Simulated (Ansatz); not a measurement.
# CsBeGe: the cost of one run

Method: DFT PBE, scalar-relativistic, plane waves, PAW, in Ansatz 0.2.0.

## Step 1: Starting point

It takes space group P3m1 (No. 156, trigonal). Conventional cell: a = 4.456 Å, b = 4.456 Å, c = 8.792 Å, α = 90.00°, β = 90.00°, γ = 120.00°. Cs (site symmetry 3m) has 3 Be at 3.98 Å and 3 Ge at 4.19 Å and 6 Cs at 4.46 Å in its first shell of neighbours. Around Be (site symmetry 3m) lie 3 Ge at 3.55 Å and 3 Cs at 3.98 Å. Around Ge (site symmetry 3m) lie 3 Be at 3.55 Å.

As a file:

```
CELL_PARAMETERS angstrom
4.45566 0.00000 0.00000
-2.22783 3.85871 0.00000
0.00000 0.00000 8.79208
ATOMIC_POSITIONS crystal
Cs 0.00000 0.00000 0.00000
Be 0.66667 0.33333 0.65511
Ge 0.33333 0.66667 0.37638
```

A structure generator made this guess: close-packed layers stacked ABC|A (P3m1, No. 156). Lengths come from tabulated atomic sizes and are only a guess.

## Step 2: The guess as it stands, on a coarse mesh

input.yaml

```yaml
crystal:
  lattice:
    - [4.45565781, 0.0, 0.0]
    - [-2.2278289, 3.85871285, 0.0]
    - [0.0, 0.0, 8.79207768]
  atoms:
    - { symbol: Cs, position: [0.0, 0.0, 0.0] }
    - { symbol: Be, position: [0.66666667, 0.33333333, 0.6551093] }
    - { symbol: Ge, position: [0.33333333, 0.66666667, 0.37637976] }
basis:
  ecutwfc: 420
kpoints:
  mp_grid: { grid: [6, 6, 2] }
hamiltonian:
  xc: pbe
scf:
  occupations: { method: gaussian, width: 0.1 }
  lower_state_search: "off"
output:
  forces: true
  stress: true
  eigenvalues: true
```

Launch:

```sh
> ansatz run input.yaml --threads 1 --pin off --max-ram 2560MiB --backend cpu --events-out ev --progress --plain --runs-dir out
```

**Question.** How long does this run take on 1 thread of Intel Xeon at 2.50GHz (Skylake/Cascade Lake), shared host, and how much memory does it need?

About 7.4 s, with a peak of 0.37 GiB.
